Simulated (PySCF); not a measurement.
**CHAlFN (SMILES [F][Al]1[CH]=[N]1), step by step**

Wanted: a geometry optimisation (HF/ANO-RCC-VDZ), then vibrational wavenumbers, then a single-point energy (CCSD(T)/6-311++G(2d,2p)), then the excited states (EOM-CCSD/6-31G*) of CHAlFN. The job is set up through a Python script.

Program for the calculation: PySCF 2.14.0.

### 1 The molecule

The species is CHAlFN (5 atoms), meant as a singlet with charge 0. As SMILES, `[F][Al]1[CH]=[N]1`. The shape comes from a force field and isn't a relaxed structure. The run starts from this shape.

Bond lengths: F1–Al2 1.790 Å, Al2–C3 1.750 Å, Al2–N4 1.806 Å, C3–N4 1.338 Å, C3–H5 1.119 Å. Angles: F1–Al2–C3 157.3°, F1–Al2–N4 158.5°, C3–Al2–N4 44.2°, Al2–C3–N4 70.2°, Al2–N4–C3 65.7°, Al2–C3–H5 145.2°, N4–C3–H5 144.5°.

### 2 A geometry optimisation at HF/ANO-RCC-VDZ (sfX2C, density fitting) (run 1)

The input, job.py:

```python
from pyscf import gto
from pyscf.geomopt.geometric_solver import kernel as optimise

mol = gto.M(
    atom='''
F       -2.013300      -1.122200       1.089800
Al      -0.710700      -0.147800       0.343300
C        0.819500       0.166800      -0.444800
N        0.194900       1.321400      -0.188500
H        1.759500      -0.291900      -0.841200
''',
    spin=0,
    verbose=3,
    max_memory=1860,
    basis='ano-rcc-vdz',
    charge=0,
)

mf = mol.RHF()
mf = mf.sfx2c1e()
mf = mf.density_fit()
converged, mol_eq = optimise(mf, maxsteps=100, convergence_set='GAU_TIGHT')
print('converged:', converged)
print(mol_eq.tostring())

mf.reset(mol_eq)
mol = mol_eq
mf.kernel()
etot = mf.e_tot
print(f'total energy: {etot:.8f} hartree')
```

The run is started by

```bash
$ OMP_NUM_THREADS=1 python job.py
```

Log:

```text
convergence_set           GAU_TIGHT
maxiter                   100
----------------------------------------------------------
Custom engine selected.
Bonds will be generated from interatomic distances less than 1.20 times sum of covalent radii
15 internal coordinates being used (instead of 15 Cartesians)
Internal coordinate system (atoms numbered from 1):
Distance 1-2
Distance 2-3
Distance 2-4
Distance 3-4
Distance 3-5
Angle 1-2-3
Angle 1-2-4
Angle 2-3-5
Angle 4-3-5
Angle 2-4-3
Out-of-Plane 2-3-4-1
Out-of-Plane 3-2-4-5
Dihedral 1-2-3-4
Dihedral 1-2-3-5
Dihedral 4-2-3-5
Dihedral 1-2-4-3
Dihedral 5-3-4-2
Translation-X 1-5
Translation-Y 1-5
Translation-Z 1-5
Rotation-A 1-5
Rotation-B 1-5
Rotation-C 1-5
> ===== Optimization Info: ====
> Job type: Energy minimization
> Maximum number of optimization cycles: 100
> Initial / maximum trust radius (Angstrom): 0.100 / 0.300
> Convergence Criteria:
> Will converge when all 5 criteria are reached:
>  |Delta-E| < 1.00e-06
>  RMS-Grad  < 1.00e-05
>  Max-Grad  < 1.50e-05
>  RMS-Disp  < 4.00e-05
>  Max-Disp  < 6.00e-05
> === End Optimization Info ===

Geometry optimization cycle 1
Cartesian coordinates (Angstrom)
 Atom        New coordinates             dX        dY        dZ
   F  -2.013300  -1.122200   1.089800    0.000000  0.000000  0.000000
  Al  -0.710700  -0.147800   0.343300    0.000000  0.000000  0.000000
   C   0.819500   0.166800  -0.444800    0.000000  0.000000  0.000000
   N   0.194900   1.321400  -0.188500   -0.000000  0.000000  0.000000
   H   1.759500  -0.291900  -0.841200    0.000000  0.000000  0.000000

WARN: Mole.unit (angstrom) is changed to Bohr

WARN: Even tempered Gaussians are generated as DF auxbasis for  C F H Al N

converged SCF energy = -434.732469958168
--------------- DFsfX2C1eRHF_Scanner gradients ---------------
         x                y                z
0 F    -0.0247642986    -0.0266332324     0.0151415906
1 Al     0.0850154316     0.0473994949    -0.0452711242
2 C    -0.0423401187     0.0308023639     0.0152093853
3 N    -0.0283230646    -0.0084737748     0.0145718585
4 H     0.0104120502    -0.0430948517     0.0003482898
----------------------------------------------
cycle 1: E = -434.732469958  dE = -434.732  norm(grad) = 0.138205
Step    0 : Gradient = 6.181e-02/1.073e-01 (rms/max) Energy = -434.7324699582
Hessian Eigenvalues: 2.33047e-02 2.37999e-02 5.00000e-02 ... 2.94274e-01 3.17113e-01 5.50548e-01

Geometry optimization cycle 2
Cartesian coordinates (Angstrom)
 Atom        New coordinates             dX        dY        dZ
   F  -2.067189  -1.057526   1.109211   -0.053889  0.064674  0.019411
  Al  -0.758215  -0.213079   0.373425   -0.047515 -0.065279  0.030125
   C   0.846221   0.102388  -0.448066    0.026721 -0.064412 -0.003266
   N   0.225416   1.243694  -0.198014    0.030516 -0.077706 -0.009514
   H   1.803667  -0.149177  -0.877956    0.044167  0.142723 -0.036756

WARN: Even tempered Gaussians are generated as DF auxbasis for  C F H Al N

converged SCF energy = -434.754361418483
--------------- DFsfX2C1eRHF_Scanner gradients ---------------
         x                y                z
0 F    -0.0081848953    -0.0113228381     0.0054001157
1 Al     0.0161109815     0.0136151211    -0.0088796255
2 C     0.0004299986     0.0173175453    -0.0037003453
3 N    -0.0065376416    -0.0031927882     0.0036455878
4 H    -0.0018184432    -0.0164170400     0.0035342674
----------------------------------------------
cycle 2: E = -434.754361418  dE = -0.0218915  norm(grad) = 0.037596
Step    1 : Displace = 1.005e-01/1.539e-01 (rms/max) Trust = 1.000e-01 (=) Grad = 1.681e-02/2.289e-02 (rms/max) E (change) = -434.7543614185 (-2.189e-02) Quality = 1.153
Hessian Eigenvalues: 2.33051e-02 2.37663e-02 5.00000e-02 ... 3.04334e-01 3.36230e-01 5.49884e-01

Geometry optimization cycle 3
Cartesian coordinates (Angstrom)
 Atom        New coordinates             dX        dY        dZ
   F  -2.096158  -0.998999   1.112824   -0.028969  0.058527  0.003613
  Al  -0.768150  -0.261345   0.390545   -0.009935 -0.048266  0.017121
   C   0.857092   0.047857  -0.437550    0.010871 -0.054530  0.010516
   N   0.233870   1.185132  -0.203117    0.008455 -0.058562 -0.005103
   H   1.823246  -0.046346  -0.904103    0.019579  0.102831 -0.026147

WARN: Even tempered Gaussians are generated as DF auxbasis for  C F H Al N

converged SCF energy = -434.758194212907
--------------- DFsfX2C1eRHF_Scanner gradients ---------------
         x                y                z
0 F     0.0058295561     0.0001333407    -0.0027881299
1 Al    -0.0091957320    -0.0022220286     0.0046286156
2 C    -0.0017986150     0.0039164719     0.0001355696
3 N     0.0066644891    -0.0018929550    -0.0030714456
4 H    -0.0014996984     0.0000651710     0.0010953904
----------------------------------------------
cycle 3: E = -434.758194213  dE = -0.00383279  norm(grad) = 0.0152373
Step    2 : Displace = 7.123e-02/1.080e-01 (rms/max) Trust = 1.414e-01 (+) Grad = 6.814e-03/1.053e-02 (rms/max) E (change) = -434.7581942129 (-3.833e-03) Quality = 1.009
Hessian Eigenvalues: 2.32935e-02 2.36128e-02 5.00000e-02 ... 3.04961e-01 3.41230e-01 5.60772e-01

Geometry optimization cycle 4
Cartesian coordinates (Angstrom)
 Atom        New coordinates             dX        dY        dZ
   F  -2.109482  -0.988890   1.117148   -0.013325  0.010109  0.004324
  Al  -0.761752  -0.270356   0.390645    0.006398 -0.009011  0.000099
   C   0.863997   0.043182  -0.438982    0.006905 -0.004675 -0.001432
   N   0.225394   1.176809  -0.199492   -0.008477 -0.008324  0.003625
   H   1.831744  -0.034446  -0.910719    0.008499  0.011901 -0.006616

WARN: Even tempered Gaussians are generated as DF auxbasis for  C F H Al N

converged SCF energy = -434.75849731673
[... 21 lines left out ...]
WARN: Even tempered Gaussians are generated as DF auxbasis for  C F H Al N
[... 1 line left out ...]
converged SCF energy = -434.758656619086
[... 21 lines left out ...]
WARN: Even tempered Gaussians are generated as DF auxbasis for  C F H Al N
[... 1 line left out ...]
converged SCF energy = -434.758757872457
[... 21 lines left out ...]
WARN: Even tempered Gaussians are generated as DF auxbasis for  C F H Al N
[... 1 line left out ...]
converged SCF energy = -434.758836883996
[... 21 lines left out ...]
WARN: Even tempered Gaussians are generated as DF auxbasis for  C F H Al N
[... 1 line left out ...]
converged SCF energy = -434.758854543208
[... 21 lines left out ...]
WARN: Even tempered Gaussians are generated as DF auxbasis for  C F H Al N
[... 1 line left out ...]
converged SCF energy = -434.7588564233
[... 21 lines left out ...]
WARN: Even tempered Gaussians are generated as DF auxbasis for  C F H Al N
[... 1 line left out ...]
converged SCF energy = -434.758856543135
[... 21 lines left out ...]
WARN: Even tempered Gaussians are generated as DF auxbasis for  C F H Al N
[... 1 line left out ...]
converged SCF energy = -434.758856685793
[... 21 lines left out ...]
WARN: Even tempered Gaussians are generated as DF auxbasis for  C F H Al N
[... 1 line left out ...]
converged SCF energy = -434.758856866187
[... 21 lines left out ...]
WARN: Even tempered Gaussians are generated as DF auxbasis for  C F H Al N
[... 1 line left out ...]
converged SCF energy = -434.758857051673
[... 21 lines left out ...]
WARN: Even tempered Gaussians are generated as DF auxbasis for  C F H Al N
[... 1 line left out ...]
converged SCF energy = -434.758857191718
[... 12 lines left out ...]
Geometry optimization cycle 15
Cartesian coordinates (Angstrom)
 Atom        New coordinates             dX        dY        dZ
   F  -2.131566  -0.941545   1.123436    0.000169  0.000115  0.000164
  Al  -0.736331  -0.328874   0.385418   -0.000004 -0.000094 -0.000269
   C   0.874705   0.051877  -0.443830    0.000015  0.000014  0.000180
   N   0.201869   1.156690  -0.187153   -0.000061 -0.000015  0.000017
   H   1.841222  -0.011848  -0.919272   -0.000119 -0.000020 -0.000092

WARN: Even tempered Gaussians are generated as DF auxbasis for  C F H Al N

converged SCF energy = -434.758857271838
--------------- DFsfX2C1eRHF_Scanner gradients ---------------
         x                y                z
0 F    -0.0000027149     0.0000053856     0.0000008349
1 Al     0.0000518926     0.0000173240     0.0000048757
2 C    -0.0000672863    -0.0000279813    -0.0000678503
3 N    -0.0000077404    -0.0000074022     0.0000158356
4 H     0.0000258490     0.0000126739     0.0000463041
----------------------------------------------
cycle 15: E = -434.758857272  dE = -8.01201e-08  norm(grad) = 0.000127696
Step   14 : Displace = 1.953e-04/3.158e-04 (rms/max) Trust = 3.000e-01 (=) Grad = 5.711e-05/9.957e-05 (rms/max) E (change) = -434.7588572718 (-8.012e-08) Quality = 1.389
Hessian Eigenvalues: 9.68870e-04 1.00199e-02 3.55825e-02 ... 3.35357e-01 3.84707e-01 5.65448e-01

Geometry optimization cycle 16
Cartesian coordinates (Angstrom)
 Atom        New coordinates             dX        dY        dZ
   F  -2.131506  -0.941574   1.123437    0.000059 -0.000029  0.000001
  Al  -0.736335  -0.328869   0.385364   -0.000004  0.000006 -0.000054
   C   0.874783   0.051919  -0.443601    0.000078  0.000042  0.000229
   N   0.201835   1.156720  -0.187212   -0.000034  0.000030 -0.000059
   H   1.841123  -0.011897  -0.919389   -0.000099 -0.000049 -0.000117

WARN: Even tempered Gaussians are generated as DF auxbasis for  C F H Al N

converged SCF energy = -434.758857316342
--------------- DFsfX2C1eRHF_Scanner gradients ---------------
         x                y                z
0 F     0.0000050643     0.0000073148    -0.0000008984
1 Al     0.0000559712     0.0000154057    -0.0000154494
2 C    -0.0000655892    -0.0000159684    -0.0000111849
3 N    -0.0000078262    -0.0000122924     0.0000068605
4 H     0.0000123799     0.0000055403     0.0000206723
----------------------------------------------
cycle 16: E = -434.758857316  dE = -4.45037e-08  norm(grad) = 9.61327e-05
Step   15 : Displace = 1.388e-04/2.496e-04 (rms/max) Trust = 3.000e-01 (=) Grad = 4.299e-05/6.843e-05 (rms/max) E (change) = -434.7588573163 (-4.450e-08) Quality = 1.467
Hessian Eigenvalues: 9.13679e-04 7.04467e-03 3.53411e-02 ... 3.35573e-01 3.77882e-01 5.68685e-01

Geometry optimization cycle 17
Cartesian coordinates (Angstrom)
 Atom        New coordinates             dX        dY        dZ
   F  -2.131542  -0.941637   1.123373   -0.000036 -0.000063 -0.000064
  Al  -0.736388  -0.328830   0.385352   -0.000052  0.000039 -0.000012
   C   0.874875   0.051949  -0.443433    0.000092  0.000030  0.000168
   N   0.201857   1.156752  -0.187243    0.000022  0.000031 -0.000031
   H   1.841098  -0.011933  -0.919450   -0.000025 -0.000036 -0.000061

WARN: Even tempered Gaussians are generated as DF auxbasis for  C F H Al N

converged SCF energy = -434.75885733445
--------------- DFsfX2C1eRHF_Scanner gradients ---------------
         x                y                z
0 F     0.0000060110     0.0000044032    -0.0000003026
1 Al     0.0000259399     0.0000054368    -0.0000130170
2 C    -0.0000336683    -0.0000046096     0.0000088524
3 N    -0.0000015758    -0.0000066950    -0.0000000532
4 H     0.0000032931     0.0000014646     0.0000045204
----------------------------------------------
cycle 17: E = -434.758857334  dE = -1.81084e-08  norm(grad) = 4.73434e-05
Step   16 : Displace = 1.035e-04/1.736e-04 (rms/max) Trust = 3.000e-01 (=) Grad = 2.117e-05/3.512e-05 (rms/max) E (change) = -434.7588573345 (-1.811e-08) Quality = 1.405
Hessian Eigenvalues: 9.87661e-04 6.04980e-03 3.50517e-02 ... 3.17867e-01 3.35662e-01 5.62478e-01

Geometry optimization cycle 18
Cartesian coordinates (Angstrom)
 Atom        New coordinates             dX        dY        dZ
   F  -2.131609  -0.941678   1.123291   -0.000066 -0.000041 -0.000082
  Al  -0.736407  -0.328807   0.385392   -0.000019  0.000023  0.000040
   C   0.874929   0.051962  -0.443371    0.000054  0.000013  0.000062
   N   0.201873   1.156762  -0.187251    0.000016  0.000010 -0.000008
   H   1.841114  -0.011938  -0.919462    0.000016 -0.000005 -0.000012

WARN: Even tempered Gaussians are generated as DF auxbasis for  C F H Al N

converged SCF energy = -434.758857338246
--------------- DFsfX2C1eRHF_Scanner gradients ---------------
         x                y                z
0 F     0.0000020063     0.0000008092     0.0000001058
1 Al     0.0000042296     0.0000003573    -0.0000017316
2 C    -0.0000044954     0.0000000035     0.0000069991
3 N    -0.0000018286    -0.0000009650    -0.0000044922
4 H     0.0000000880    -0.0000002050    -0.0000008811
----------------------------------------------
cycle 18: E = -434.758857338  dE = -3.79526e-09  norm(grad) = 1.09629e-05
Step   17 : Displace = 5.520e-05/6.647e-05 (rms/max) Trust = 3.000e-01 (=) Grad = 4.903e-06/8.318e-06 (rms/max) E (change) = -434.7588573382 (-3.795e-09) Quality = 1.396
Hessian Eigenvalues: 9.89806e-04 7.71584e-03 3.45805e-02 ... 2.92505e-01 3.35658e-01 5.57977e-01

Geometry optimization cycle 19
Cartesian coordinates (Angstrom)
 Atom        New coordinates             dX        dY        dZ
   F  -2.131632  -0.941683   1.123267   -0.000023 -0.000004 -0.000024
  Al  -0.736428  -0.328805   0.385369   -0.000021  0.000001 -0.000023
   C   0.874933   0.051961  -0.443379    0.000004 -0.000000 -0.000008
   N   0.201896   1.156763  -0.187213    0.000024  0.000002  0.000038
   H   1.841130  -0.011937  -0.919444    0.000017  0.000002  0.000018

WARN: Even tempered Gaussians are generated as DF auxbasis for  C F H Al N

converged SCF energy = -434.758857338403
--------------- DFsfX2C1eRHF_Scanner gradients ---------------
         x                y                z
0 F     0.0000007453     0.0000000209     0.0000015828
1 Al    -0.0000021983    -0.0000008913    -0.0000014744
2 C    -0.0000006297     0.0000002287    -0.0000045144
3 N     0.0000012515     0.0000006710     0.0000017614
4 H     0.0000008311    -0.0000000292     0.0000026446
----------------------------------------------
cycle 19: E = -434.758857338  dE = -1.57286e-10  norm(grad) = 6.67043e-06
Step   18 : Displace = 1.437e-05/1.783e-05 (rms/max) Trust = 3.000e-01 (=) Grad = 2.983e-06/4.564e-06 (rms/max) E (change) = -434.7588573384 (-1.573e-10) Quality = 0.406
Hessian Eigenvalues: 9.89806e-04 7.71584e-03 3.45805e-02 ... 2.92505e-01 3.35658e-01 5.57977e-01
Converged! =D

converged: True
F          -2.13163202       -0.94168256        1.12326717
Al         -0.73642800       -0.32880525        0.38536871
C           0.87493331        0.05196130       -0.44337908
N           0.20189633        1.15676309       -0.18721303
H           1.84113039       -0.01193657       -0.91944377

WARN: Even tempered Gaussians are generated as DF auxbasis for  C F H Al N

converged SCF energy = -434.758857338391
total energy: -434.75885734 hartree
```

Wall time 22 s (1 thread of Intel Xeon 6975P-C (Granite Rapids), shared host); peak memory 0.18 GiB.

Steps, from the record of the run:

```
step  energy from the first frame kept (eV)  largest force (eV/Å)
   0                                 0.0000                5.5201
   1                                -0.5957                1.1769
   2                                -0.7000                0.5416
   3                                -0.7082                0.2424
   4                                -0.7126                0.2111
   5                                -0.7153                0.2205
   6                                -0.7175                0.1595
   7                                -0.7180                0.0570
   8                                -0.7180                0.0120
   9                                -0.7180                0.0104
  10                                -0.7180                0.0116
  11                                -0.7180                0.0120
  12                                -0.7180                0.0116
  13                                -0.7180                0.0081
  14                                -0.7180                0.0051
  15                                -0.7180                0.0035
  16                                -0.7180                0.0018
  17                                -0.7180                0.0004
  18                                -0.7180                0.0002
```

After the run. Bond lengths: F1–Al2 1.693 Å, Al2–C3 1.852 Å, Al2–N4 1.848 Å, C3–N4 1.319 Å, C3–H5 1.079 Å. Angles: F1–Al2–C3 170.6°, F1–Al2–N4 147.6°, C3–Al2–N4 41.8°, Al2–C3–N4 69.0°, Al2–N4–C3 69.3°, Al2–C3–H5 164.7°, N4–C3–H5 126.3°.

### 3 Vibrational wavenumbers at HF/ANO-RCC-VDZ (sfX2C, density fitting) (run 2)

The input, job.py:

```python
import numpy
from pyscf import gto, scf, symm
from pyscf.hessian import thermo

molecule = gto.M(
    atom='''
F     -1.512836    -0.805424     0.810086
Al    -0.117632    -0.192546     0.072188
C      1.493729     0.188220    -0.756560
N      0.820692     1.293022    -0.500394
H      2.459926     0.124322    -1.232625
''',
    basis='ano-rcc-vdz',
    spin=0,
    max_memory=1860,
    verbose=3,
)

mf = scf.RHF(molecule)
mf = mf.sfx2c1e()
mf = mf.density_fit()
mf.kernel()

e_tot = mf.e_tot
print('E = %.10f Eh' % e_tot)
hess = mf.Hessian().kernel()
modes = thermo.harmonic_analysis(molecule, hess)
print('frequencies (1/cm)', numpy.round(modes['freq_wavenumber'], 1))
symm.geom.TOLERANCE = 1e-3  # for the symmetry number
th = thermo.thermo(mf, modes['freq_au'], 500, 101325)
thermo.dump_thermo(molecule, th)
```

The run is started by

```bash
$ OMP_NUM_THREADS=1 python job.py
```

Log:

```text
WARN: Even tempered Gaussians are generated as DF auxbasis for  Al H F C N

converged SCF energy = -434.758857338371
E = -434.7588573384 Eh
frequencies (1/cm) [ 177.5  191.6  598.1  722.2  901.1  974.7 1298.1 1449.9 3271.7]
temperature 500.0000 [K]
pressure 101325.00 [Pa]
Rotational constants [GHz] 38.42576 3.75073 3.41718
Symmetry number 1
Zero-point energy (ZPE) 0.02184 [Eh]   57329.807 [J/mol]
                           tot       elec      trans        rot        vib
Entropy [J/mol/K]       321.592      0.000    173.003    106.837     41.752
Cv [J/mol/K]             68.230      0.000     12.472     12.472     43.287
Cp [J/mol/K]             76.545      0.000     20.786     12.472     43.287
Internal energy [J/mol]                      6235.845   6235.845  68703.397
Internal energy [Eh]   -434.72794  -434.75886
Enthalpy [J/mol]                            10393.075   6235.845  68703.397
Enthalpy [Eh]          -434.72636
Gibbs free energy [J/mol]                  -76108.321 -47182.886  47827.452
Gibbs free energy [Eh] -434.78760
```

Wall time 16 s (1 thread of Intel Xeon 6975P-C (Granite Rapids), shared host); peak memory 0.35 GiB.

(Part 1 of 2 ends here.)
